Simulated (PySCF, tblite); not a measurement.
**C₃H₄N₂S₂: a rotation path, then NMR shifts on frames**

How do NMR shifts of C₃H₄N₂S₂ (`CSc1ncns1`) change as the atoms move?

The runs use tblite 0.8.0 and PySCF 2.14.0, with density-fitted response routines of our own; the level of theory stands in each step. All values are computed, except where a source is named. Atoms count from 0, in the outputs and in this text.

### Step 1. The starting structure

11 atoms, charge 0, multiplicity 1; geometry from: GFN2-xTB.

Bonds of the start (Å): C0–S1 1.82, S1–C2 1.72, C2–N3 1.30, N3–C4 1.34, C4–N5 1.30, N5–S6 1.64, S6–C2 1.76, C0–H7 1.08, C0–H8 1.08, C0–H9 1.08, C4–H10 1.07.

### Step 2. The rotation path with GFN2-xTB

What the job is given:

```
{"job": {"kind": "neb", "xc": "GFN2-xTB", "basis": "xTB", "atoms": [3, 2, 1, 0], "turn": 120}, "charge": 0, "multiplicity": 1}
C     -2.128530     0.155432     0.089421
S     -1.189686    -1.392292    -0.046194
C      0.404139    -0.746454    -0.065842
N      0.702114     0.516994     0.003122
C      2.037483     0.657062    -0.038742
N      2.784301    -0.402907    -0.134642
S      1.846247    -1.741668    -0.184106
H     -3.177921    -0.119053     0.111320
H     -1.908578     0.777489    -0.771702
H     -1.841140     0.661625     1.004834
H      2.476993     1.636443     0.006568
```

Method: GFN2-xTB climbing-image nudged elastic band, gas phase.

The run is started by

```bash
> OMP_NUM_THREADS=1 python probes_run.py task.json out
```

This one command runs all jobs of the session in turn.

Log:

```text
image   E - E0 / eV
  0      -0.0000
  1       0.0316
  2       0.1213
  3       0.2290
  4       0.2884
  5       0.2565
  6       0.1741
  7       0.0903
  8       0.0466
```

It took 2.1 s on 1 thread of Arm Neoverse V1, shared host; peak memory 0.18 GiB.

The final band, with the dihedral N3–C2–S1–C0:

```csv
image,dihedral (°),energy (eV),energy (kcal/mol)
0,0,0.000,0.0
1,20,0.032,0.7
2,42,0.121,2.8
3,65,0.229,5.3
4,89,0.288,6.7
5,113,0.256,5.9
6,136,0.174,4.0
7,158,0.090,2.1
8,180,0.047,1.1
```

### Step 3. Shielding tensors: image 0, PBE0/pcSseg-1

What the job is given:

```
{"job": {"kind": "nmr", "xc": "PBE0", "basis": "pcSseg-1", "pop": false}, "charge": 0, "multiplicity": 1}
C     -2.128500     0.155400     0.089400
S     -1.189700    -1.392300    -0.046200
C      0.404100    -0.746500    -0.065800
N      0.702100     0.517000     0.003100
C      2.037500     0.657100    -0.038700
N      2.784300    -0.402900    -0.134600
S      1.846200    -1.741700    -0.184100
H     -3.177900    -0.119100     0.111300
H     -1.908600     0.777500    -0.771700
H     -1.841100     0.661600     1.004800
H      2.477000     1.636400     0.006600
```

Level: GIAO PBE0/pcSseg-1 NMR shielding, non-relativistic, gas phase.

Log:

```text
coarse grid: 11112 points
cycle   1  E = -1021.9152861272  dE =  1.334e+00  |g| = 4.175e-01  |ddm| = 3.459e+00
cycle   2  E = -1021.8309188639  dE =  8.437e-02  |g| = 7.467e-01  |ddm| = 9.736e-01
cycle   3  E = -1021.9535052057  dE = -1.226e-01  |g| = 9.299e-02  |ddm| = 6.795e-01
cycle   4  E = -1021.9552167082  dE = -1.712e-03  |g| = 4.666e-02  |ddm| = 1.259e-01
cycle   5  E = -1021.9556999912  dE = -4.833e-04  |g| = 1.637e-02  |ddm| = 5.178e-02
cycle   6  E = -1021.9557542849  dE = -5.429e-05  |g| = 6.387e-03  |ddm| = 1.960e-02
cycle   7  E = -1021.9557638197  dE = -9.535e-06  |g| = 9.420e-04  |ddm| = 5.668e-03
final grid: 100592 points
cycle   8  E = -1021.9990452565  dE = -2.010e-05  |g| = 9.789e-03  |ddm| = 2.705e-02
cycle   9  E = -1021.9990117974  dE =  3.346e-05  |g| = 1.509e-02  |ddm| = 2.185e-02
cycle  10  E = -1021.9990667755  dE = -5.498e-05  |g| = 1.905e-03  |ddm| = 1.575e-02
cycle  11  E = -1021.9990676598  dE = -8.843e-07  |g| = 4.264e-04  |ddm| = 2.041e-03
cycle  12  E = -1021.9990676941  dE = -3.429e-08  |g| = 1.649e-04  |ddm| = 4.157e-04
cycle  13  E = -1021.9990676989  dE = -4.754e-09  |g| = 6.876e-05  |ddm| = 1.641e-04
cycle  14  E = -1021.9990677000  dE = -1.067e-09  |g| = 2.633e-05  |ddm| = 8.288e-05
cycle  15  E = -1021.9990677001  dE = -1.687e-10  |g| = 3.887e-06  |ddm| = 2.527e-05
converged SCF energy = -1021.9990677001

GIAO shielding tensors (ppm)
atom      isotropic    diamagn.    paramagn.     s11        s22        s33       span
  0 C      164.166     250.282     -86.116    152.005    159.652    180.840     28.835
  1 S      457.438    1055.859    -598.421    188.056    455.472    728.786    540.729
  2 C      -12.497     262.895    -275.392    -82.143    -34.571     79.223    161.366
  3 N      -50.337     328.472    -378.809   -251.980   -105.170    206.140    458.120
  4 C       24.339     252.198    -227.859    -46.306     34.158     85.165    131.471
  5 N      -44.891     332.257    -377.147   -244.993    -76.250    186.570    431.563
  6 S       83.535    1056.857    -973.322   -178.753    211.885    217.473    396.226
  7 H       29.463      28.088       1.375     24.225     26.720     37.444     13.220
  8 H       28.613      30.139      -1.526     23.796     26.416     35.626     11.830
  9 H       28.616      30.144      -1.528     23.801     26.412     35.634     11.832
 10 H       23.454      28.899      -5.445     19.160     24.600     26.602      7.442
```

Run time: 16 s. Hardware: 1 thread of Arm Neoverse V1, shared host; peak memory 0.71 GiB.

The references, computed at this level on geometries of the same kind, shield at (ppm): 1H TMS 31.72, 13C TMS 186.9, 15N NH3 267.7, 33S CS2 504. Their shielding less the atom's gives the shift. The references are single molecules in the gas phase, so shifts against H2O, NH3, PH3, H3PO4 or CFCl3 are not on the usual liquid scales and can be off by tens of ppm. Each atom is listed at this fixed geometry, with no averaging over motion; a spectrum would average atoms that exchange fast.

```csv
atoms,environment,σ (ppm),δ (ppm)
C2,aromatic carbon bearing sulfur,-12.5,199.4
C4,aromatic CH between two ring heteroatoms,24.3,162.6
C0,methyl carbon bonded to S,164.2,22.8
H10,hydrogen on an aromatic CH between two ring heteroatoms,23.45,8.26
H8,hydrogen on a methyl carbon bonded to S,28.61,3.10
H9,hydrogen on a methyl carbon bonded to S,28.62,3.10
H7,hydrogen on a methyl carbon bonded to S,29.46,2.25
S6,aromatic ring sulfur,84,420
S1,sulfide sulfur,457,46
N3,pyridine-type nitrogen of an azole,-50.3,318.1
N5,pyridine-type nitrogen of an azole,-44.9,312.6
```

Ring of atoms C2, N3, C4, N5, S6: NICS(0) -12.2, NICS(1) -11.2, NICS(1)zz -27.2 ppm (means of both faces).

### Step 4. Nuclear shieldings: image 2, PBE0/pcSseg-1

What the job is given:

```
{"job": {"kind": "nmr", "xc": "PBE0", "basis": "pcSseg-1", "pop": false}, "charge": 0, "multiplicity": 1}
C     -2.145200     0.126900    -0.000700
S     -1.166400    -1.349300     0.418000
C      0.415100    -0.702600     0.141600
N      0.821900     0.482400     0.482400
C      2.096100     0.642500     0.096500
N      2.695900    -0.334100    -0.523700
S      1.675300    -1.595100    -0.690300
H     -3.186000    -0.135200     0.155400
H     -1.970200     0.353400    -1.048300
H     -1.847900     0.956300     0.631300
H      2.616900     1.557400     0.311900
```

Method: GIAO PBE0/pcSseg-1 NMR shielding, non-relativistic, gas phase.

Log:

```text
coarse grid: 11112 points
cycle   1  E = -1021.9119253115  dE =  1.328e+00  |g| = 4.120e-01  |ddm| = 3.447e+00
cycle   2  E = -1021.8333799028  dE =  7.855e-02  |g| = 7.288e-01  |ddm| = 9.371e-01
cycle   3  E = -1021.9492116359  dE = -1.158e-01  |g| = 9.600e-02  |ddm| = 6.530e-01
cycle   4  E = -1021.9510743176  dE = -1.863e-03  |g| = 4.704e-02  |ddm| = 1.313e-01
cycle   5  E = -1021.9515736378  dE = -4.993e-04  |g| = 1.665e-02  |ddm| = 5.299e-02
cycle   6  E = -1021.9516302029  dE = -5.657e-05  |g| = 6.463e-03  |ddm| = 1.995e-02
cycle   7  E = -1021.9516399383  dE = -9.735e-06  |g| = 1.065e-03  |ddm| = 5.856e-03
final grid: 100592 points
cycle   8  E = -1021.9951862253  dE = -1.791e-05  |g| = 9.862e-03  |ddm| = 2.490e-02
cycle   9  E = -1021.9951522882  dE =  3.394e-05  |g| = 1.518e-02  |ddm| = 2.208e-02
cycle  10  E = -1021.9952079947  dE = -5.571e-05  |g| = 1.954e-03  |ddm| = 1.582e-02
cycle  11  E = -1021.9952089437  dE = -9.490e-07  |g| = 4.305e-04  |ddm| = 2.148e-03
cycle  12  E = -1021.9952089785  dE = -3.476e-08  |g| = 1.707e-04  |ddm| = 4.222e-04
cycle  13  E = -1021.9952089838  dE = -5.366e-09  |g| = 6.356e-05  |ddm| = 1.656e-04
cycle  14  E = -1021.9952089847  dE = -8.938e-10  |g| = 2.652e-05  |ddm| = 7.900e-05
converged SCF energy = -1021.9952089847

GIAO shielding tensors (ppm)
atom      isotropic    diamagn.    paramagn.     s11        s22        s33       span
  0 C      161.353     250.459     -89.106    141.163    157.351    185.544     44.381
  1 S      495.813    1055.716    -559.903    255.652    475.032    756.756    501.104
  2 C      -13.071     262.513    -275.583    -87.669    -28.413     76.871    164.540
  3 N      -69.307     327.739    -397.047   -302.976   -117.311    212.365    515.341
  4 C       22.507     252.787    -230.279    -48.464     31.150     84.836    133.300
  5 N      -56.368     332.388    -388.756   -268.619    -90.315    189.829    458.448
  6 S       58.053    1057.295    -999.242   -219.773    157.573    236.360    456.133
  7 H       29.577      28.352       1.225     24.707     26.404     37.621     12.915
  8 H       29.126      30.213      -1.087     24.167     27.459     35.753     11.587
  9 H       28.102      30.065      -1.963     22.394     27.046     34.866     12.472
 10 H       23.191      28.816      -5.625     19.041     24.198     26.335      7.294
```

Run time: 15 s. Hardware: 1 thread of Arm Neoverse V1, shared host; peak memory 0.73 GiB.

Key values: δ C2 200.0, C4 164.4, C0 25.6, S6 446, H10 8.53, H9 3.62 ppm.

### Step 5. NMR shieldings: image 4, PBE0/pcSseg-1

What the job is given:

```
{"job": {"kind": "nmr", "xc": "PBE0", "basis": "pcSseg-1", "pop": false}, "charge": 0, "multiplicity": 1}
C     -2.178900     0.029900    -0.106000
S     -1.145900    -1.125200     0.857800
C      0.418000    -0.548900     0.322700
N      1.101800     0.393200     0.883600
C      2.250000     0.578900     0.217700
N      2.493300    -0.163400    -0.828100
S      1.266400    -1.198700    -1.072800
H     -3.208900    -0.220500     0.124300
H     -1.987000    -0.114600    -1.165400
H     -1.956300     1.047700     0.199000
H      2.953000     1.324200     0.541200
```

With the program's defaults for keys left out, this is: GIAO PBE0/pcSseg-1 NMR shielding, non-relativistic, gas phase.

Log:

```text
coarse grid: 11112 points
cycle   1  E = -1021.9070679324  dE =  1.318e+00  |g| = 4.099e-01  |ddm| = 3.436e+00
cycle   2  E = -1021.8329174892  dE =  7.415e-02  |g| = 7.168e-01  |ddm| = 9.382e-01
cycle   3  E = -1021.9444229667  dE = -1.115e-01  |g| = 9.915e-02  |ddm| = 6.354e-01
cycle   4  E = -1021.9464584536  dE = -2.035e-03  |g| = 4.615e-02  |ddm| = 1.292e-01
cycle   5  E = -1021.9469437145  dE = -4.853e-04  |g| = 1.627e-02  |ddm| = 4.987e-02
cycle   6  E = -1021.9469960830  dE = -5.237e-05  |g| = 6.559e-03  |ddm| = 1.921e-02
cycle   7  E = -1021.9470060214  dE = -9.938e-06  |g| = 1.340e-03  |ddm| = 6.197e-03
final grid: 100592 points
cycle   8  E = -1021.9902416887  dE = -1.877e-05  |g| = 9.733e-03  |ddm| = 2.479e-02
cycle   9  E = -1021.9902133613  dE =  2.833e-05  |g| = 1.439e-02  |ddm| = 2.113e-02
cycle  10  E = -1021.9902629612  dE = -4.960e-05  |g| = 1.768e-03  |ddm| = 1.454e-02
cycle  11  E = -1021.9902637653  dE = -8.041e-07  |g| = 4.088e-04  |ddm| = 2.153e-03
cycle  12  E = -1021.9902637971  dE = -3.180e-08  |g| = 1.654e-04  |ddm| = 3.838e-04
cycle  13  E = -1021.9902638021  dE = -4.980e-09  |g| = 5.853e-05  |ddm| = 1.528e-04
cycle  14  E = -1021.9902638028  dE = -7.487e-10  |g| = 2.567e-05  |ddm| = 7.239e-05
converged SCF energy = -1021.9902638028

GIAO shielding tensors (ppm)
atom      isotropic    diamagn.    paramagn.     s11        s22        s33       span
  0 C      156.589     250.231     -93.642    135.916    148.849    185.003     49.087
  1 S      532.351    1055.550    -523.200    379.858    463.285    753.909    374.051
  2 C      -11.431     262.161    -273.592    -93.007    -16.115     74.831    167.838
  3 N      -90.341     328.032    -418.372   -345.544   -122.472    196.994    542.538
  4 C       21.075     253.418    -232.342    -49.424     28.582     84.068    133.492
  5 N      -79.965     332.622    -412.587   -307.259   -114.904    182.267    489.526
  6 S       38.791    1057.732   -1018.941   -250.640    117.698    249.313    499.953
  7 H       29.475      28.432       1.042     25.278     25.568     37.579     12.300
  8 H       29.329      30.186      -0.857     24.094     28.528     35.365     11.270
  9 H       28.932      30.165      -1.232     23.653     27.608     35.536     11.883
 10 H       22.959      28.531      -5.572     18.885     23.936     26.055      7.171
```

It took 14 s on 1 thread of Arm Neoverse V1, shared host; peak memory 0.73 GiB.

This run: δ C2 198.4, C4 165.8, C0 30.3, S6 465, H10 8.76, H9 2.78 ppm.

### Step 6. Nuclear shieldings: image 6, PBE0/pcSseg-1

What the job is given:

```
{"job": {"kind": "nmr", "xc": "PBE0", "basis": "pcSseg-1", "pop": false}, "charge": 0, "multiplicity": 1}
C     -2.212700    -0.103300    -0.189000
S     -1.134800    -0.735300     1.139700
C      0.394300    -0.311100     0.452100
N      1.369600     0.228700     1.108800
C      2.410300     0.436400     0.290200
N      2.308200     0.086600    -0.960900
S      0.848100    -0.575000    -1.237200
H     -3.232700    -0.340600     0.092400
H     -1.963000    -0.573700    -1.134300
H     -2.081000     0.973400    -0.243000
H      3.299200     0.916500     0.655400
```

Level: GIAO PBE0/pcSseg-1 NMR shielding, non-relativistic, gas phase.

Log:

```text
coarse grid: 11112 points
cycle   1  E = -1021.9068224727  dE =  1.336e+00  |g| = 4.173e-01  |ddm| = 3.431e+00
cycle   2  E = -1021.8240259160  dE =  8.280e-02  |g| = 7.456e-01  |ddm| = 9.778e-01
cycle   3  E = -1021.9454257036  dE = -1.214e-01  |g| = 9.753e-02  |ddm| = 6.701e-01
cycle   4  E = -1021.9473539404  dE = -1.928e-03  |g| = 4.633e-02  |ddm| = 1.283e-01
cycle   5  E = -1021.9478415325  dE = -4.876e-04  |g| = 1.661e-02  |ddm| = 5.109e-02
cycle   6  E = -1021.9478955803  dE = -5.405e-05  |g| = 6.511e-03  |ddm| = 1.888e-02
cycle   7  E = -1021.9479055479  dE = -9.968e-06  |g| = 1.131e-03  |ddm| = 6.253e-03
final grid: 100592 points
cycle   8  E = -1021.9909306195  dE = -1.870e-05  |g| = 9.538e-03  |ddm| = 2.469e-02
cycle   9  E = -1021.9909048284  dE =  2.579e-05  |g| = 1.396e-02  |ddm| = 2.053e-02
cycle  10  E = -1021.9909511642  dE = -4.634e-05  |g| = 1.674e-03  |ddm| = 1.392e-02
cycle  11  E = -1021.9909518692  dE = -7.050e-07  |g| = 3.402e-04  |ddm| = 1.935e-03
cycle  12  E = -1021.9909518912  dE = -2.200e-08  |g| = 1.461e-04  |ddm| = 3.565e-04
cycle  13  E = -1021.9909518952  dE = -4.047e-09  |g| = 5.134e-05  |ddm| = 1.338e-04
cycle  14  E = -1021.9909518958  dE = -5.452e-10  |g| = 2.260e-05  |ddm| = 6.368e-05
converged SCF energy = -1021.9909518958

GIAO shielding tensors (ppm)
atom      isotropic    diamagn.    paramagn.     s11        s22        s33       span
  0 C      158.360     251.627     -93.266    131.213    161.659    182.209     50.997
  1 S      477.574    1055.447    -577.873    266.471    469.439    696.810    430.339
  2 C      -14.840     263.383    -278.222    -86.457    -26.914     68.852    155.309
  3 N      -67.222     328.599    -395.821   -297.974   -108.923    205.230    503.203
  4 C       23.503     253.645    -230.142    -45.653     33.731     82.430    128.083
  5 N      -60.171     332.928    -393.099   -281.441   -101.307    202.233    483.674
  6 S       48.937    1058.199   -1009.261   -250.888    147.456    250.244    501.132
  7 H       29.356      28.464       0.892     24.676     26.134     37.258     12.582
  8 H       29.037      30.668      -1.631     23.454     28.635     35.022     11.568
  9 H       28.869      30.342      -1.472     24.375     27.076     35.157     10.782
 10 H       23.291      28.181      -4.890     19.138     24.070     26.664      7.526
```

Run time: 13 s. Hardware: 1 thread of Arm Neoverse V1, shared host; peak memory 0.79 GiB.

In short: δ C2 201.8, C4 163.4, C0 28.6, S6 455, H10 8.43, H9 2.85 ppm.

### Step 7. NMR shieldings: image 8, PBE0/pcSseg-1

What the job is given:

```
{"job": {"kind": "nmr", "xc": "PBE0", "basis": "pcSseg-1", "pop": false}, "charge": 0, "multiplicity": 1}
C     -2.226900    -0.244700    -0.227600
S     -1.160300    -0.291200     1.244900
C      0.366300    -0.016900     0.509600
N      1.486800     0.040400     1.161000
C      2.493600     0.267000     0.305600
N      2.232400     0.390500    -0.963900
S      0.631900     0.227500    -1.221800
H     -3.240600    -0.411500     0.120700
H     -1.932500    -1.032400    -0.915100
H     -2.148600     0.728400    -0.703800
H      3.503500     0.345500     0.664200
```

Method: GIAO PBE0/pcSseg-1 NMR shielding, non-relativistic, gas phase.

Log:

```text
coarse grid: 11112 points
cycle   1  E = -1021.9103622245  dE =  1.349e+00  |g| = 4.257e-01  |ddm| = 3.446e+00
cycle   2  E = -1021.8181598474  dE =  9.220e-02  |g| = 7.752e-01  |ddm| = 1.047e+00
cycle   3  E = -1021.9506106564  dE = -1.325e-01  |g| = 9.442e-02  |ddm| = 7.160e-01
cycle   4  E = -1021.9523617748  dE = -1.751e-03  |g| = 4.676e-02  |ddm| = 1.251e-01
cycle   5  E = -1021.9528508131  dE = -4.890e-04  |g| = 1.707e-02  |ddm| = 5.223e-02
cycle   6  E = -1021.9529083246  dE = -5.751e-05  |g| = 6.416e-03  |ddm| = 1.915e-02
cycle   7  E = -1021.9529181069  dE = -9.782e-06  |g| = 1.013e-03  |ddm| = 6.206e-03
final grid: 100592 points
cycle   8  E = -1021.9960907554  dE = -1.876e-05  |g| = 9.414e-03  |ddm| = 2.543e-02
cycle   9  E = -1021.9960659093  dE =  2.485e-05  |g| = 1.374e-02  |ddm| = 2.042e-02
cycle  10  E = -1021.9961108843  dE = -4.498e-05  |g| = 1.674e-03  |ddm| = 1.369e-02
cycle  11  E = -1021.9961115826  dE = -6.982e-07  |g| = 3.071e-04  |ddm| = 1.846e-03
cycle  12  E = -1021.9961115990  dE = -1.642e-08  |g| = 1.566e-04  |ddm| = 3.481e-04
cycle  13  E = -1021.9961116039  dE = -4.951e-09  |g| = 4.856e-05  |ddm| = 1.450e-04
cycle  14  E = -1021.9961116044  dE = -4.695e-10  |g| = 2.396e-05  |ddm| = 6.071e-05
converged SCF energy = -1021.9961116044

GIAO shielding tensors (ppm)
atom      isotropic    diamagn.    paramagn.     s11        s22        s33       span
  0 C      165.051     253.130     -88.079    147.391    161.651    186.112     38.722
  1 S      427.029    1055.456    -628.427    206.068    438.083    636.935    430.868
  2 C      -13.998     263.684    -277.682    -76.892    -34.758     69.657    146.549
  3 N      -50.962     328.781    -379.743   -267.774    -93.658    208.546    476.321
  4 C       22.288     253.443    -231.155    -45.955     34.069     78.750    124.705
  5 N      -43.544     333.229    -376.773   -251.608    -82.759    203.735    455.343
  6 S       81.406    1058.418    -977.011   -170.464    199.572    215.110    385.574
  7 H       29.065      28.286       0.779     23.906     26.227     37.061     13.155
  8 H       29.186      30.718      -1.532     25.069     26.983     35.506     10.437
  9 H       29.184      30.714      -1.530     25.061     26.985     35.505     10.444
 10 H       23.283      27.960      -4.677     18.899     24.053     26.897      7.998
```

Wall time 13 s (1 thread of Arm Neoverse V1, shared host); peak memory 0.79 GiB.

This run: δ C2 200.9, C4 164.6, C0 21.9, S6 422, H10 8.43, H7 2.65 ppm.

### Step 8. Comparing the runs: NMR shifts

Shifts (ppm) of some atoms, chosen among heavy atoms and hydrogens apart, with basis size and wall time:

```csv
frame,C0,H8,H9,S6,S1,N3,N5,functions,time
image 0,22.8,3.10,3.10,420,46,318.1,312.6,153,16 s
image 2,25.6,2.59,3.62,446,8,337.0,324.1,153,15 s
image 4,30.3,2.39,2.78,465,-29,358.1,347.7,153,14 s
image 6,28.6,2.68,2.85,455,26,335.0,327.9,153,13 s
image 8,21.9,2.53,2.53,422,77,318.7,311.3,153,13 s
```

### Step 9. What came out

```
                                       quantity                               value
                                        barrier  0.288 eV (6.7 kcal/mol) at image 4
                          end to end (GFN2-xTB)                            0.047 eV
13C shifts against TMS (PBE0/pcSseg-1, image 0)              199.4, 162.6, 22.8 ppm
 1H shifts against TMS (PBE0/pcSseg-1, image 0)          8.26, 3.10, 3.10, 2.25 ppm
33S shifts against CS2 (PBE0/pcSseg-1, image 0)                         420, 46 ppm
15N shifts against NH3 (PBE0/pcSseg-1, image 0)                    318.1, 312.6 ppm
                       range of the shift of S1                       -29 to 77 ppm
```

Along the band the dihedral turns by 180°, and the top (dihedral 89°) lies 6.7 kcal/mol above the start (GFN2-xTB, rough), so at room temperature this motion is fast. Ends this close can change order at a higher level. The top was not checked by a frequency run. Shifts at one fixed geometry are not the observed spectrum, which averages over the motion. In the first frame run (image 0): The widest tensor belongs to S1: span 541 ppm, with a paramagnetic part of -598 ppm. NICS(1)zz of -27 ppm above the planar ring from C2 marks a diatropic (aromatic) ring current. In ppm, S1 moves most: its shift spreads over 105 ppm, from -29 (image 4) to 77 (image 8).
